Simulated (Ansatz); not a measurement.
# NiS2: the cost of one run

Computed with Ansatz 0.2.0 (DFT PBEsol+U, scalar-relativistic, plane waves, PAW, unless a step's input says otherwise).

## 1. The structure to begin with

The structure is cubic, space group Pa-3 (No. 205). The conventional cell has a = 5.689 Å, b = 5.689 Å, c = 5.689 Å, α = 90.00°, β = 90.00°, γ = 90.00°. Ni (site symmetry -3) has 6 S at 2.40 Å as nearest neighbours. S (site symmetry 3) has 1 S at 2.06 Å and 3 Ni at 2.40 Å as nearest neighbours.

As a file:

```xyz
12
Lattice="5.6893 0.0000 0.0000 0.0000 5.6893 0.0000 0.0000 0.0000 5.6893" Properties=species:S:1:pos:R:3 pbc="T T T"
Ni    0.0000    0.0000    0.0000
Ni    2.8447    0.0000    2.8447
Ni    2.8447    2.8447    0.0000
Ni    0.0000    2.8447    2.8447
S     2.2501    2.2501    2.2501
S     0.5945    3.4392    5.0948
S     5.0948    0.5945    3.4392
S     3.4392    5.0948    0.5945
S     3.4392    3.4392    3.4392
S     5.0948    2.2501    0.5945
S     0.5945    5.0948    2.2501
S     2.2501    0.5945    5.0948
```

The structure rests on an entry of the Crystallography Open Database; cell or positions may have been set otherwise for this series.

## 2. Single point: NiS2, moments +−+−

input.yaml reads:

```yaml
crystal:
  lattice:
    - [5.6893, 0.0, 0.0]
    - [0.0, 5.6893, 0.0]
    - [0.0, 0.0, 5.6893]
  atoms:
    - { symbol: Ni, position: [0.0, 0.0, 0.0], spin: 1.5 }
    - { symbol: Ni, position: [0.5, 0.0, 0.5], spin: -1.5 }
    - { symbol: Ni, position: [0.5, 0.5, 0.0], spin: 1.5 }
    - { symbol: Ni, position: [0.0, 0.5, 0.5], spin: -1.5 }
    - { symbol: S, position: [0.3955, 0.3955, 0.3955] }
    - { symbol: S, position: [0.1045, 0.6045, 0.8955] }
    - { symbol: S, position: [0.8955, 0.1045, 0.6045] }
    - { symbol: S, position: [0.6045, 0.8955, 0.1045] }
    - { symbol: S, position: [0.6045, 0.6045, 0.6045] }
    - { symbol: S, position: [0.8955, 0.3955, 0.1045] }
    - { symbol: S, position: [0.1045, 0.8955, 0.3955] }
    - { symbol: S, position: [0.3955, 0.1045, 0.8955] }
magnetization:
  spin_polarized: true
scf:
  occupations: { method: gaussian, width: 0.02 }
output:
  forces: true
  stress: true
  populations: true
  write_density: true
  write_potential: true
  elf: true
  volumetric_format: npy
hamiltonian:
  hubbard: { sites: [{ species: Ni, l: d, u_eff: 3.0 }] }
  xc: pbesol
kpoints:
  mp_grid: { grid: [6, 6, 6] }
```

Started as:

```sh
$ ansatz run input.yaml --threads 2 --pin off --max-ram 6144MiB --backend cpu --events-out ev --progress --plain --runs-dir out
```

What time and memory should one allow on 2 threads of Intel Xeon Platinum 8259CL at 2.50GHz (Skylake/Cascade Lake), shared host?

About 3.9 min, with a peak of 2 GiB.
